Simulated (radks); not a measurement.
# Nuclear size and the levels of Sn²⁺

The task here is to estimate one member of a computed series from the others.

Method: Dirac Kohn-Sham, exchange-only LDA, spin-unpolarised, spherical densities, finite nucleus. Code: radks (a radial shooting solver on a logarithmic mesh, Libxc functionals) version 1.

## What is computed

* element: tin (Z = 50)
* charge: +2
* electrons: 48
* configuration: [Kr] 4d10 5s2
* nuclear rms radius: 4.6519 fm

Outer shells as boxes (Hund's rule):

Sn²⁺
```
[Kr] core
4d [↑↓][↑↓][↑↓][↑↓][↑↓]
5s [↑↓]
```

The first run:

The run's settings:

```text
Z 50
configuration [Kr] 4d10 5s2 5p0 6s0
relativity Dirac
functional lda,
spin unpolarised
j_filling energy
nucleus finite rms 4.6519 fm
c 137.035999084
```

Among the steps run: rms radius 4.6519 fm.

One table of the session follows, with a row left open; its other results are not shown here.

It belongs to the step «rms radius 4.6519 fm». From the orbitals of this run (lengths in bohr):

```
level     <r>  outermost maximum (interpolated)  90 % within  nodes
4p1/2  0.8654                             0.771         1.27      2
4p3/2  0.8957                             0.796         1.32      2
4d3/2   1.088                             0.881         1.69      1
4d5/2   1.102                             0.891         1.72      1
5s1/2   2.224                              1.95         3.23      4
5p1/2   2.628                              2.27         3.86      3
5p3/2       ?                                 ?            ?      ?
6s1/2   5.160                              4.80         7.35      5
```

Q: Estimate the row for 5p3/2 from the others.

As computed: <r>: 2.715; outermost maximum (interpolated): 2.35; 90 % within: 3.98; nodes: 3. In the column «<r>» it lies between 5p1/2 (2.628) and 6s1/2 (5.160).
